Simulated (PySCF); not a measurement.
# C9H12O (2-methylphenetole): the cost of one run

Programs: PySCF 2.14.0, with routines of our own; each step states its level. All values are computed. Atoms count from 0.

## 1. The system as given

22 atoms, charge 0, multiplicity 1; geometry from: GFN2-xTB.

## 2. Geometry optimisation at PBE0-D3(BJ)/def2-SVP

What the job is given:

```
{"job": {"xc": "PBE0", "basis": "def2-SVP", "d3": "d3bj", "grid": 2, "kind": "geom"}, "charge": 0, "multiplicity": 1}
C      3.385268     0.365156     0.202567
C      2.130522    -0.494629     0.225635
O      1.021698     0.356075     0.029249
C     -0.231187    -0.182530     0.008382
C     -0.516271    -1.531549     0.169395
C     -1.829643    -1.974147     0.131032
C     -2.862934    -1.081025    -0.066727
C     -2.577709     0.266305    -0.228153
C     -1.277182     0.732990    -0.194063
C     -0.949693     2.183433    -0.366414
H      4.262855    -0.257748     0.350959
H      3.339425     1.111233     0.991152
H      3.467766     0.877114    -0.752270
H      2.175026    -1.249023    -0.572691
H      2.045063    -1.012057     1.191826
H      0.273671    -2.249393     0.326456
H     -2.036176    -3.026635     0.257632
H     -3.885362    -1.426366    -0.096176
H     -3.382941     0.970324    -0.383085
H     -0.287866     2.317658    -1.220804
H     -0.423003     2.553621     0.511953
H     -1.851737     2.770576    -0.516703
```

Launch:

```bash
$ OMP_NUM_THREADS=1 python excited_run.py task.json out
```

One launch serves the whole session: the jobs run in the order shown.

**Question.** How long does this first job take on 1 thread of Intel Xeon Platinum 8559C, shared host, and how much memory does it need?

About 1.7 min, with a peak of 0.91 GiB.
